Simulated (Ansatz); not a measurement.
# Y3NiGe2F3 (element-swapped structure): how the settings move a single-point run

Question: which choices in the input matter for Y3NiGe2F3 (element-swapped structure)?

Computed with Ansatz 0.2.0 (reference: DFT PBE, plane waves, PAW, scalar-relativistic, no spin polarisation, unless a step's input says otherwise).

1 further run of the same task is left out (for a known fault of the program).

### 1 Starting point

It takes space group P-62m (No. 189, hexagonal). Conventional cell: a = 6.841 Å, b = 6.841 Å, c = 4.092 Å, α = 90.00°, β = 90.00°, γ = 120.00°. F (site symmetry m2m) is surrounded by 2 Ni at 2.57 Å and 2 Ge at 2.72 Å and 6 Y at 3.15 to 3.25 Å. Y (site symmetry m2m) has 1 Ni at 2.76 Å and 4 Ge at 2.92 Å and 6 F at 3.15 to 3.25 Å as nearest neighbours. Ge (site symmetry -6) is surrounded by 3 F at 2.72 Å and 6 Y at 2.92 Å. Ni (site symmetry -62m) has 6 F at 2.57 Å and 3 Y at 2.76 Å as nearest neighbours.

Structure file:

```
F Y Ge Ni
1.0
     3.42041    5.92432    0.00000
    -3.42041    5.92432    0.00000
     0.00000    0.00000    4.09232
F Y Ge Ni
3 3 2 1
Direct
  0.22680 0.77320 0.50000
  0.77320 0.00000 0.50000
  0.00000 0.22680 0.50000
  0.59630 0.40370 0.00000
  0.40370 0.00000 0.00000
  0.00000 0.59630 0.00000
  0.33333 0.33333 0.50000
  0.66667 0.66667 0.50000
  0.00000 0.00000 0.00000
```

### 2 Reference

input.yaml

```yaml
crystal:
  lattice:
    - [3.420411, 5.924324, 0.0]
    - [-3.420411, 5.924324, 0.0]
    - [0.0, 0.0, 4.092324]
  atoms:
    - { symbol: F, position: [0.2268, 0.7732, 0.5] }
    - { symbol: F, position: [0.7732, 0.0, 0.5] }
    - { symbol: F, position: [0.0, 0.2268, 0.5] }
    - { symbol: "Y", position: [0.5963, 0.4037, 0.0] }
    - { symbol: "Y", position: [0.4037, 0.0, 0.0] }
    - { symbol: "Y", position: [0.0, 0.5963, 0.0] }
    - { symbol: Ge, position: [0.33333, 0.33334, 0.5] }
    - { symbol: Ge, position: [0.66667, 0.66666, 0.5] }
    - { symbol: Ni, position: [0.0, 0.0, 0.0] }
  symmetry: { tolerance: 0.0003 }
kpoints:
  mp_grid: { grid: [3, 3, 5], shift: [0, 0, 0] }
magnetization:
  spin_polarized: false
scf:
  occupations: { method: gaussian, width: 0.0531 }
hamiltonian:
  pseudopotentials: { kind: paw }
  xc: pbe
basis:
  ecutwfc: 420
output:
  forces: true
  stress: true
  eigenvalues: true
```

On the command line:

```console
$ ansatz run input.yaml --threads 1 --pin off --max-ram 2560MiB --backend cpu --events-out ev --progress --plain --runs-dir out
```

### 3 Changing settings: xc revpbe

input.yaml, as its differences from that of step 2:

```diff
@@ -24,3 +24,3 @@
   pseudopotentials: { kind: paw }
-  xc: pbe
+  xc: revpbe
 basis:
@@ -31 +31,5 @@
   eigenvalues: true
+  write_density: true
+  write_potential: true
+  elf: true
+  volumetric_format: npy
```

### 4 Variant: lower_state_search off, preconditioner ldos, accuracy medium

input.yaml, as its differences from that of step 2:

```diff
@@ -22,2 +22,4 @@
   occupations: { method: gaussian, width: 0.0531 }
+  lower_state_search: "off"
+  mixing: { preconditioner: ldos }
 hamiltonian:
@@ -31 +33,6 @@
   eigenvalues: true
+  write_density: true
+  write_potential: true
+  elf: true
+  volumetric_format: npy
+accuracy: medium
```

### 5 Changed: preconditioner kerker

input.yaml, as its differences from that of step 2:

```diff
@@ -22,2 +22,3 @@
   occupations: { method: gaussian, width: 0.0531 }
+  mixing: { preconditioner: kerker }
 hamiltonian:
@@ -31 +32,5 @@
   eigenvalues: true
+  write_density: true
+  write_potential: true
+  elf: true
+  volumetric_format: npy
```

Q: Predict the outcome of this session. Wanted: for each run, ending; energy change; pressure; gap; force.

The runs gave:

```
                                                            run     ending   energy change  pressure (GPa)  gap (eV)  force (eV/Å)  cycles  time
                                                      reference  converged               0             1.3      0.00          0.90       9  11 s
                                                   1: xc revpbe  converged  not comparable             3.3      0.00          0.86       9  16 s
2: lower_state_search off, preconditioner ldos, accuracy medium  converged    0.0 meV/atom             1.3      0.00          0.90      12  18 s
                                       3: preconditioner kerker  converged    0.0 meV/atom             1.3      0.00          0.90      13  21 s
```

Times don't compare one to one where runs were asked for different outputs or read a saved state (see the inputs); cycles may leave out searches for a lower state.

Residual by cycle in the longest SCF loop of each run; runs are numbered as in the table. The quantity is the density residual dr2, in eV.

```
cycle  reference    run 1    run 2    run 3
    1      0.659    0.762    0.659    0.659
    2     0.0216  0.00865     5.23     10.4
    3    0.00465  0.00481    0.277    0.263
    4     3.1e-4   3.6e-4    0.025   0.0079
    5     3.1e-5   5.2e-5   0.0113  0.00472
    6     3.4e-6   8.9e-6  0.00218   7.7e-4
    8     1.1e-7   2.0e-7   3.7e-5   6.0e-5
    9     3.3e-8   3.2e-8   3.6e-6   1.5e-5
   10          -        -   2.2e-6   7.3e-7
   11          -        -   5.7e-7   1.7e-7
   12          -        -   5.5e-9   1.3e-6
   13          -        -        -   5.1e-8
```

**Reading.** Of the converged runs whose energies compare with the reference's, none moves it noticeably. The pressure spans 1.3 to 3.3 GPa over the reference and the converged variants. The reference has no spin polarisation; with Ni present, a magnetic state may lie lower.

Caveats on the reference run: its mesh is coarse for a cell with so small a gap or none; the structure is made up and not relaxed.
